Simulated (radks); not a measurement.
**Se inside a hard spherical wall**

The task here is to estimate one member of a computed series from the others.

Program: radks (a radial shooting solver on a logarithmic mesh, Libxc functionals) version 1. Level of theory: non-relativistic Kohn-Sham, r2SCAN, spin-unpolarised, spherical densities, point nucleus. These are calculated values, not measurements, unless marked.

**The atom as given**

| Quantity | Value |
| --- | --- |
| element | selenium (Z = 34) |
| charge | 0 |
| electrons | 34 |
| configuration | [Ar] 3d10 4s2 4p4 |

The outer shells:

Se
```
[Ar] core
3d [↑↓][↑↓][↑↓][↑↓][↑↓]
4s [↑↓]
4p [↑↓][↑ ][↑ ]
```

The first run:

Settings of this run:

```text
Z 34
configuration [Ar] 3d10 4s2 4p4 5s0 4d0 5p0
relativity non-relativistic
functional r2scan,r2scan
spin unpolarised
nucleus point
```

Steps of the session up to this table: The free atom; Wall at 15 bohr; Wall at 12 bohr; Wall at 10 bohr; Wall at 8 bohr; Wall at 5 bohr; Wall at 2.5 bohr; Wall at 2 bohr.

One of the session's tables, all rows but one given; the rest of the session is left out.

```
R (bohr)  E − E(free) (eV)  ε(4p) (eV)  ε(5s, empty) (eV)  ε(5p, empty) (eV)  ε(4d, empty) (eV)
    free             0.000      -6.781                  -                  -                  -
      15             0.000      -6.781              0.197              1.040              1.681
      12             0.000      -6.781              0.456              1.679              2.340
      10             0.001      -6.777              0.891              2.606              3.014
       8                 ?           ?                  ?                  ?                  ?
       5             1.754      -5.193             11.387             18.115              9.058
     2.5            100.79      25.696             120.22             137.22             55.243
       2            272.20      64.098             235.03             254.65             102.30
```

Estimate the missing values for R (bohr) = 8.

Worked estimate for «E − E(free) (eV)». A straight line through the neighbours (10, 0.001) and (5, 1.754) gives 0.001 + (1.754 − 0.001) × (8 − 10) / (5 − 10) = 0.702; a parabola fitted to 4 rows on both sides gives -22.466.

**Answer.** E − E(free) (eV): 0.023; ε(4p) (eV): -6.731; ε(5s, empty) (eV): 2.020; ε(5p, empty) (eV): 4.720; ε(4d, empty) (eV): 4.081. In «E − E(free) (eV)» the line misses by +0.679 and the parabola by -22.489. Between these rows the values bend or scatter more than so simple an estimate can follow.

Shells are not refilled when levels cross, and a hard wall is a model, not a crystal.
